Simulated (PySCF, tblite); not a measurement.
# C3H7BF3N: geometry, infrared bands and NMR shifts

What infrared bands and NMR shifts should C3H7BF3N (`C[C@@H](B(N)F)C(F)F`) show?

The runs use tblite 0.8.0 and PySCF 2.14.0, with density-fitted response routines of our own; the level of theory stands in each step. All values are computed, except where a source is named. Atoms are numbered from 0 throughout.

### 1 The starting structure

15 atoms, charge 0, multiplicity 1; geometry from: force field or distance geometry start.

Bonds of the start (Å): C0–C1 1.53, C1–B2 1.62, B2–N3 1.52, B2–F4 1.45, C1–C5 1.53, C5–F6 1.38, C5–F7 1.40, C0–H8 1.11, C0–H9 1.12, C0–H10 1.10, C1–H11 1.12, N3–H12 1.05, N3–H13 1.04, C5–H14 1.11.

### 2 Relaxing the molecule with GFN2-xTB

What the job is given:

```
{"job": {"kind": "relax", "xc": "GFN2-xTB", "basis": "xTB"}, "charge": 0, "multiplicity": 1}
C     -0.956200    -1.063100    -0.617200
C     -0.643400     0.063100     0.370300
B      0.751300    -0.261800     1.135400
N      2.038700    -0.358200     0.335400
F      0.753200    -0.441000     2.573600
C     -0.584800     1.424400    -0.323000
F     -1.793600     1.705900    -0.926500
F     -0.302300     2.429000     0.603400
H     -1.005400    -2.044700    -0.094500
H     -1.960000    -0.881000    -1.080000
H     -0.200500    -1.115300    -1.420800
H     -1.447300     0.086400     1.147800
H      2.432400    -1.310000     0.549400
H      2.704100     0.335400     0.743800
H      0.209400     1.439000    -1.098200
```

Launch:

```console
$ OMP_NUM_THREADS=1 python probes_run.py task.json out
```

This one command runs all jobs of the session in turn.

**Question.** This job is followed by: GFN2-xTB harmonic vibrations, gas phase; GIAO PBE0/pcSseg-1 NMR shielding, non-relativistic, gas phase. Predict these results of the whole session: strongest single infrared mode (GFN2-xTB); zero-point energy (GFN2-xTB); ¹³C shifts against TMS (PBE0/pcSseg-1); ¹H shifts against TMS (PBE0/pcSseg-1, means over atoms taken as alike); ¹¹B shifts against BF3·OEt2 (PBE0/pcSseg-1); ¹⁵N shifts against NH3 (PBE0/pcSseg-1); ¹⁹F shifts against CFCl3 (PBE0/pcSseg-1).

As calculated:

| quantity | value |
| --- | --- |
| strongest single infrared mode (GFN2-xTB) | 620 cm⁻¹, 247 km/mol |
| zero-point energy (GFN2-xTB) | 68.9 kcal/mol |
| ¹³C shifts against TMS (PBE0/pcSseg-1) | 127.3, 31.5, 11.4 ppm |
| ¹H shifts against TMS (PBE0/pcSseg-1, means over atoms taken as alike) | 5.95, 3.55, 1.65, 1.17 ppm |
| ¹¹B shifts against BF3·OEt2 (PBE0/pcSseg-1) | 29.3 ppm |
| ¹⁵N shifts against NH3 (PBE0/pcSseg-1) | 84.9 ppm |
| ¹⁹F shifts against CFCl3 (PBE0/pcSseg-1) | -116.3, -134.8, -137.9 ppm |

What this shows: The optimisation took 126 steps and gained 1.398 eV; among the close pairs (by a distance rule), B2–N3 changed most, from 1.519 to 1.380 Å. All 39 modes are real, so the xTB geometry is a minimum. The strongest single mode, at 620 cm⁻¹, is spread over several atoms, H12, H13, N3 among them. GFN2-xTB is a fitted tight-binding method: band positions and strengths are rough. Its intensities can rank the bands wrongly. At PBE0/pcSseg-1: The largest span, 292 ppm, is at F4, where the paramagnetic term is -182 ppm.
